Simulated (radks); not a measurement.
# Tl⁺ in [Xe] 4f14 5d10 6s1.75 6p0.25: an all-electron calculation

What are the levels of the thallium ion Tl+, how large are its shells, and how does its energy divide?

The numbers are computed with radks (a radial shooting solver on a logarithmic mesh, Libxc functionals) version 1 (scalar-relativistic Kohn-Sham, LDA (Slater exchange, Perdew-Zunger correlation), spin-polarised, spherical densities, point nucleus; open shells are filled with parallel spins first), except any that are marked as measured or tabulated.

### 1 Starting point

| Property | Result |
| --- | --- |
| element | thallium (Z = 81) |
| charge | +1 |
| electrons | 80 |
| configuration | [Xe] 4f14 5d10 6s1.75 6p0.25 |

### 2 The run

Input:

```text
Z 81
configuration [Xe] 4f14 5d10 6s1.75 6p0.25 7s0 5f0
relativity scalar-relativistic
functional lda,pz
spin polarised
nucleus point
c 137.035999084
```

The run is started by

```console
python run_ks.py task.json out
```

The same process makes all the runs of this session.

Q: Predict the outcome of this run.

The runs gave:

```
                        quantity                   value
                    total energy     -20234.7068 hartree
exchange-correlation share of it                  1.81 %
                            −T/E                  1.1264
          highest occupied level        6p up, -8.845 eV
    most extended occupied level  6p up, <r> = 3.18 bohr
 radius at density 0.001 e/bohr³               4.02 bohr
    maxima of the radial density                       4
```

6 principal shells are occupied and 4 maxima appear in the radial density; where shells overlap, one shows as a shoulder or not at all. Relativity lifts −T/E to 1.126. This is not the tabulated ground configuration, so its levels and sizes aren't those of the ground state, and no measured value stands beside it.
